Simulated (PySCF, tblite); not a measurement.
# C6H15NSi: geometry, infrared bands and NMR shifts

Wanted: the infrared bands and NMR shifts of C6H15NSi (`CCC[C@H]1CN[SiH2]C1`), by calculation.

Programs: tblite 0.8.0 and PySCF 2.14.0, with density-fitted response routines of our own. Each step states its level of theory. These are calculated values for one molecule in the gas phase, unless marked as measured. Atoms are numbered from 0 throughout.

## (1) The molecule as given

23 atoms, charge 0, multiplicity 1; geometry from: force field or distance geometry start.

Bonds of the start (Å): C0–C1 1.53, C1–C2 1.51, C2–C3 1.54, C3–C4 1.57, C4–N5 1.48, N5–Si6 1.73, Si6–C7 1.90, C7–C3 1.54, C0–H8 1.10, C0–H9 1.09, C0–H10 1.09, C1–H11 1.10, C1–H12 1.12, C2–H13 1.10, C2–H14 1.10, C3–H15 1.09, C4–H16 1.09, C4–H17 1.09, N5–H18 1.02, Si6–H19 1.47, Si6–H20 1.49, C7–H21 1.10, C7–H22 1.10.

## (2) Optimising the geometry with GFN2-xTB

Job settings and geometry (Å):

```
{"job": {"kind": "relax", "xc": "GFN2-xTB", "basis": "xTB"}, "charge": 0, "multiplicity": 1}
C      3.418800     0.110700    -0.027400
C      2.025900    -0.518600     0.037400
C      0.947000     0.460900    -0.361900
C     -0.461100    -0.159100    -0.395200
C     -0.939600    -0.660100     1.010300
N     -2.395300    -0.889600     0.892300
Si    -3.166700     0.166900    -0.236300
C     -1.520200     0.843400    -0.898300
H      3.483300     0.976500     0.640500
H      3.631900     0.442900    -1.041000
H      4.173800    -0.609200     0.272500
H      2.001800    -1.405000    -0.605900
H      1.854500    -0.872200     1.080900
H      0.952100     1.323400     0.314000
H      1.161400     0.862500    -1.363900
H     -0.447400    -1.028100    -1.057700
H     -0.432000    -1.580100     1.301400
H     -0.738300     0.096600     1.768500
H     -2.827200    -0.817300     1.816600
H     -3.920100    -0.647700    -1.201400
H     -3.937800     1.178600     0.534800
H     -1.520900     0.905100    -1.993300
H     -1.348900     1.846500    -0.476700
```

Run with:

```bash
> OMP_NUM_THREADS=1 python probes_run.py task.json out
```

The driver reads the jobs from task.json and runs them one after another.

**Question.** This job is followed by: GFN2-xTB harmonic vibrations, gas phase; GIAO PBE0/pcSseg-1 NMR shielding, non-relativistic, gas phase. Predict these results of the whole session: strongest single infrared mode (GFN2-xTB); zero-point energy (GFN2-xTB); ¹³C shifts against TMS (PBE0/pcSseg-1); ¹H shifts against TMS (PBE0/pcSseg-1, means over atoms taken as alike); ¹⁵N shifts against NH3 (PBE0/pcSseg-1); ²⁹Si shifts against TMS (PBE0/pcSseg-1); surface potential, 1st and 99th percentile.

As calculated:

| quantity | value |
| --- | --- |
| strongest single infrared mode (GFN2-xTB) | 2194 cm⁻¹, 470 km/mol |
| zero-point energy (GFN2-xTB) | 125.0 kcal/mol |
| ¹³C shifts against TMS (PBE0/pcSseg-1) | 56.0, 44.6, 42.7, 27.0, 19.5, 17.6 ppm |
| ¹H shifts against TMS (PBE0/pcSseg-1, means over atoms taken as alike) | 4.95, 4.92, 3.57, 2.62, 1.83, 1.67, 1.27, 1.26, 1.12, 1.03, 1.02, 0.66, -0.08 ppm |
| ¹⁵N shifts against NH3 (PBE0/pcSseg-1) | 23.0 ppm |
| ²⁹Si shifts against TMS (PBE0/pcSseg-1) | -28.0 ppm |
| surface potential, 1st and 99th percentile | -1.02 V and 1.17 V |

The optimisation took 50 steps and gained 0.221 eV; among the close pairs (by a distance rule), C3–C4 changed most, from 1.567 to 1.531 Å. All 63 modes are real, so the xTB geometry is a minimum. The strongest single mode, at 2194 cm⁻¹, moves mainly H20. GFN2-xTB is a fitted tight-binding method: band positions and strengths are rough. Its intensities can rank the bands wrongly. C4 (sp3 CH2 bonded to N) lies farthest downfield among carbon, at 56.0 ppm; pulled downfield by the heteroatom. At PBE0/pcSseg-1: The largest span, 121 ppm, is at N5, where the paramagnetic term is -77 ppm.
